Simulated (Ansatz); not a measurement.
## OSi: the interaction energy of a dimer with the counterpoise correction

Run with Ansatz 0.2.0 through its Python package.

The script, `run_dimer.py`:
```python
"""Binding of a OSi dimer at a trial geometry."""

import ansatz as az

BASIS_SET = "cc-pVDZ"
METHOD = "mp2"

FIRST = [
    ("O", (-0.6519, 0.2355, -0.3296)),
    ("Si", (0.6519, -0.2355, 0.3296)),
]
SECOND = [
    ("O", (1.5688, 0.1933, -4.7196)),
    ("Si", (1.9076, 0.2258, -3.2228)),
]

def energy(atoms, ghosts=()):
    molecule = az.Crystal.molecule()
    for symbol, xyz in atoms:
        molecule = molecule.atom(symbol, xyz)
    calc = (
        molecule.calculation()
        .basis(gaussian=BASIS_SET)
        .correlation(METHOD)
    )
    deck = calc.input()
    if ghosts:
        deck = deck.set(az.key.basis.gaussian.ghost_atoms, [{"symbol": s, "position_ang": list(xyz)} for s, xyz in ghosts])
    return az.Session.from_dict(deck).plan().execute().report["free_energy_ev"]

# monomers in their own basis and in the basis of the dimer
both = energy(FIRST + SECOND)
alone = energy(FIRST) + energy(SECOND)
ghosted = energy(FIRST, SECOND) + energy(SECOND, FIRST)
print(f"dimer {both:.6f} eV")
print(f"interaction, uncorrected   {96.485332 * (both - alone):8.3f} kJ/mol")
print(f"interaction, counterpoise  {96.485332 * (both - ghosted):8.3f} kJ/mol")
print(f"basis-set superposition    {96.485332 * (alone - ghosted):8.3f} kJ/mol")
```

```console
$ python run_dimer.py
dimer -19813.414237 eV
interaction, uncorrected      0.223 kJ/mol
interaction, counterpoise     3.451 kJ/mol
basis-set superposition       3.228 kJ/mol
```

Uncorrected it is 0.223 kJ/mol, with the counterpoise correction 3.451 kJ/mol; the difference, 3.228 kJ/mol, is the superposition error. In this basis both values are repulsive.

Total energies depend on the basis set; only differences at equal settings carry meaning. The dimer is a generated trial pose of unrelaxed monomers, not a minimum, so the figure is no binding energy, and the basis set is small. Timing: 1.7 s on 1 thread of Arm Neoverse V2, with other jobs on the host, peak memory 0.16 GiB.
